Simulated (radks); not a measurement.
**Ti in [Ar] 3d2 4s2: an all-electron calculation**

The task here is to estimate one member of a computed series from the others.

Method: scalar-relativistic Kohn-Sham, PBE, spin-polarised, spherical densities, finite nucleus; open shells are filled with parallel spins first. Code: radks (a radial shooting solver on a logarithmic mesh, Libxc functionals) version 1.

## The atom as given

```
element            : titanium (Z = 22)
charge             : 0
electrons          : 22
configuration      : [Ar] 3d2 4s2
nuclear rms radius : 3.5921 fm
```

Outer shells as boxes (Hund's rule):

Ti
```
[Ar] core
3d [↑ ][↑ ][  ][  ][  ]
4s [↑↓]
```

The first run:

Input:

```text
Z 22
configuration [Ar] 3d2 4s2 4p0 5s0 4d0 4f0
relativity scalar-relativistic
functional pbe,pbe
spin polarised
nucleus finite rms 3.5921 fm
c 137.035999084
```

The run is started by

```console
$ python run_ks.py task.json out
```

The same process makes all the runs of this session.

One table of the session follows, with a row left open; its other results are not shown here.

It belongs to the step «Orbitals and density». From the orbitals of this run (lengths in bohr):

```
  level      <r>  outermost maximum (interpolated)  90 % within  nodes
1s down  0.06959                            0.0456        0.124      0
  1s up  0.06959                            0.0456        0.124      0
  2s up   0.3250                             0.269        0.505      1
2s down   0.3248                             0.269        0.505      1
  2p up   0.2900                             0.220        0.477      0
2p down   0.2898                             0.219        0.476      0
  3s up    1.007                             0.870         1.51      2
3s down    1.007                             0.869         1.51      2
  3p up    1.086                             0.902         1.67      1
3p down        ?                                 ?            ?      ?
  3d up    1.583                             0.981         2.81      0
  4s up    3.459                              2.88         5.22      3
4s down    3.607                              2.99         5.46      3
3d down    1.701                             0.986         3.11      0
  4p up    4.752                              3.75         7.39      2
4p down    5.055                              3.93         7.91      2
```

Q: Estimate the row for 3p down from the others.

**Answer.** <r>: 1.088; outermost maximum (interpolated): 0.902; 90 % within: 1.68; nodes: 1. In the column «<r>» it lies between 3p up (1.086) and 3d up (1.583).

To keep in mind: Open shells are spherical and high-spin; term and fine-structure splittings are not resolved.
